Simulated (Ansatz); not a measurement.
**CH2BNO: basis-set convergence**

An exercise on one series of results from a longer session: the logs are not shown, and one member is left open.

The runs use Ansatz 0.2.0, Gaussian basis; one geometry, several basis sets.

Plan: PBE0-D4/def2-SVP; ωB97M-V/def2-SVP; PBE0-D4/def2-QZVPP; ωB97M-V/def2-QZVPP; the functionals' def2-TZVPP values are taken from earlier runs.

## Structure used throughout

The geometry comes from an earlier relaxation with PBE0-D4 in a triple-zeta def2 set; it is a stationary point.

6 atoms, charge 0, spin multiplicity 1.

Atoms are counted from 1 here; the program's logs count them from 0.

Bond lengths: B1–N2 1.483 Å, B1–C3 1.734 Å, B1–O4 1.430 Å, B1–H5 1.187 Å, N2–C3 1.277 Å, C3–O4 1.395 Å, C3–H6 1.092 Å. Angles: N2–B1–C3 46.0°, N2–B1–O4 96.3°, N2–B1–H5 135.2°, C3–B1–O4 51.2°, C3–B1–H5 163.7°, O4–B1–H5 127.4°, B1–N2–C3 77.4°, B1–C3–N2 56.6°, B1–C3–O4 53.1°, B1–C3–H6 163.7°, N2–C3–O4 108.5°, N2–C3–H6 132.3°, O4–C3–H6 119.0°, B1–O4–C3 75.7°.

The first run:

Contents of in.yaml:

```yaml
crystal:
  periodic: [false, false, false]
  atoms:
    - {symbol: B, position_ang: [0.436887, 0.509462, -0.582586]}
    - {symbol: N, position_ang: [-0.788590, 0.749471, 0.216929]}
    - {symbol: C, position_ang: [-0.518020, -0.470444, 0.482552]}
    - {symbol: O, position_ang: [0.463434, -0.909578, -0.405753]}
    - {symbol: H, position_ang: [1.290740, 1.194387, -1.041461]}
    - {symbol: H, position_ang: [-0.842350, -1.137297, 1.284119]}
basis:
  gaussian: {orbitals: def2-SVP}
hamiltonian: {xc: pbe0, dispersion: d4}
output: {orbitals: {seedname: orbitals}}
```

The run is started by

```bash
ansatz run in.yaml --threads 2 --pin off --events-out ev --progress --plain --max-ram 4352MiB
```

Among the steps run: PBE0-D4 in def2-SVP; ωB97M-V in def2-SVP; PBE0-D4 in def2-QZVPP; ωB97M-V in def2-QZVPP.

One of the session's tables, all rows but one given; the rest of the session is left out.

It belongs to the step «Density functionals: the series». 

| functional | basis | HOMO (eV) | LUMO (eV) |
| --- | --- | --- | --- |
| PBE0-D4 | def2-SVP | -8.02 | -1.79 |
| PBE0-D4 | def2-TZVPP | -8.16 | -1.86 |
| PBE0-D4 | def2-QZVPP | ? | ? |
| ωB97M-V | def2-SVP | -10.37 | 0.45 |
| ωB97M-V | def2-TZVPP | -10.53 | 0.29 |
| ωB97M-V | def2-QZVPP | -10.56 | 0.21 |

**Question.** Estimate the row for PBE0-D4, def2-QZVPP.

As computed: HOMO (eV): -8.19; LUMO (eV): -1.90. In the column «HOMO (eV)» it lies between ωB97M-V, def2-SVP (-10.37) and PBE0-D4, def2-TZVPP (-8.16).
